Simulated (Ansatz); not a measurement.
# CrCo3: the cost of one run

All numbers are computed with the Python package of Ansatz 0.2.0. The levels of theory stand in the script.

### 1 The structure

It takes space group Pm-3m (No. 221, cubic). The conventional cell has a = 3.540 Å, b = 3.540 Å, c = 3.540 Å, α = 90.00°, β = 90.00°, γ = 90.00°. Cr (site symmetry m-3m) is surrounded by 12 Co at 2.50 Å. Co (site symmetry 4/mmm) is surrounded by 4 Cr at 2.50 Å and 8 Co at 2.50 Å.

No structure file is read: the coordinates are typed or built in the script.

### 2 The code

nc_paw_crco3.py

```python
"""Norm-conserving against PAW potentials for CrCo3."""

import ansatz as az
import numpy as np


def count_gap(report):
    # lowest empty less highest filled band, counting bands; zero where they overlap
    return max(report.get("gap_by_band_count_ev") or 0.0, 0.0)

crystal = (
    az.Lattice.cubic(3.539972)
    .space_group(221)
    .atom("Cr", (0.0, 0.0, 0.0))
    .atom("Co", (0.5, 0.5, 0.0))
    .moments(Cr=3, Co=2.5)
)

job = (
    crystal.calculation()
    .occupations(az.OccupationsMethod.GAUSSIAN)  # the run then minimises F = E - TS
    .spin("collinear")  # two spin channels
    .kpoints(6, 6, 6)  # sampling of the Brillouin zone
    .functional("PBEsol", dispersion="d3bjatm")
    .stress()
    .forces()
    .band_table()  # levels at the mesh points
)
variants = {
    "PAW": job.pseudopotentials("paw"),
    "norm-conserving": job.pseudopotentials("nc"),
}
# totals differ by the cores that each treatment holds, so compare what does not depend on them
rows = []
for label, variant in variants.items():
    summary = variant.run(threads=1).report
    levels = np.array(summary["eigenvalues_ev"][0]) - summary["fermi_energy_ev"]
    print(label, "levels at the first k-point near E_F:", np.round(levels[np.abs(levels) < 5], 3))
    rows.append((label, summary["n_electrons"], np.trace(summary["stress_gpa"]) / 3, count_gap(summary), summary["magnetization_mub"]))
print("     treatment  electrons in bands           P GPa  gap by band count eV      moment muB")
for row in rows:
    print(f"{str(row[0]):>14s}  {row[1]:18.1f}  {row[2]:14.3f}  {row[3]:20.3f}  {row[4]:14.3f}")
```

### 3 The calls as engine input

The engine receives this input (first run):

```yaml
crystal:
  lattice:
    bravais: cubic
    a: 3.539972
  space_group: 221
  atoms:
    - { symbol: Cr, position: [0.0, 0.0, 0.0] }
    - { symbol: Co, position: [0.5, 0.5, 0.0] }
kpoints:
  mp_grid:
    grid: [6, 6, 6]
hamiltonian:
  xc: pbesol
  dispersion: d3bjatm
  pseudopotentials:
    kind: paw
magnetization:
  spin_polarized: true
  per_species:
    Co: 2.5
    Cr: 3.0
scf:
  occupations:
    method: gaussian
output:
  forces: true
  stress: true
  eigenvalues: true
```

### 4 The run

The run is started by

```sh
$ python nc_paw_crco3.py
```

**Question.** How long does this script take on 1 thread of Arm Neoverse N1, shared host, and how much memory does it need?

About 2 min, with a peak of 0.72 GiB.
